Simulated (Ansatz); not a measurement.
**InAs: a single-point run**

The task is a single-point run on InAs. The structure is shown as the input types it.

Program: Ansatz 0.2.0. Level of theory: density functional or hybrid calculation with the settings of its input, plane waves (as first typed). These are calculated values, not measurements.

2 further runs of the same task are left out: 1 for a known fault of the program, 1 that didn't finish.

**1. The system as given**

The structure is cubic, space group F-43m (No. 216). Conventional cell: a = 6.109 Å, b = 6.109 Å, c = 6.109 Å, α = 90.00°, β = 90.00°, γ = 90.00°. In (site symmetry -43m) is surrounded by 4 As at 2.65 Å. As (site symmetry -43m) is surrounded by 4 In at 2.65 Å.

The input asks for a charge of +1 e on the cell.

Structure file:

```cif
data_structure
_symmetry_space_group_name_H-M 'P 1'
_symmetry_Int_Tables_number 1
_cell_length_a 4.3198
_cell_length_b 4.3198
_cell_length_c 4.3198
_cell_angle_alpha 60.000
_cell_angle_beta 60.000
_cell_angle_gamma 60.000
_cell_volume 57.00
loop_
_atom_site_label
_atom_site_type_symbol
_atom_site_fract_x
_atom_site_fract_y
_atom_site_fract_z
_atom_site_occupancy
In1 In 0.00000 0.00000 0.00000 1
As1 As 0.25000 0.25000 0.25000 1
```

**2. The calculation**

input.yaml

```yaml
crystal:
  lattice:
    - [0.0, 3.0545904655, 3.0545904655]
    - [3.0545904655, 0.0, 3.0545904655]
    - [3.0545904655, 3.0545904655, 0.0]
  atoms:
    - { symbol: In, position: [0.0, 0.0, 0.0] }
    - { symbol: As, position: [0.25, 0.25, 0.25] }
kpoints:
  mp_grid: { grid: [6, 6, 6] }
hamiltonian:
  xc: pbe
scf:
  occupations: { method: fermi_dirac, width: 0.02 }
  n_extra_bands: 4
  max_iter: 52
output:
  forces: true
  stress: true
  eigenvalues: true
total_charge: 1
```

Launch:

```sh
$ ansatz run input.yaml --threads 4 --pin off --max-ram 3686MiB --backend cpu --events-out ev --progress --plain --runs-dir out
```

**Question.** How will this run end, and is anything wrong with its input?

This run ends as converged. Convergence says nothing about whether the input makes sense.

In the input, total_charge is 1. The typed charge changes the electron count, so this is no longer the system that was meant.

To check: delete total_charge (the default then holds).
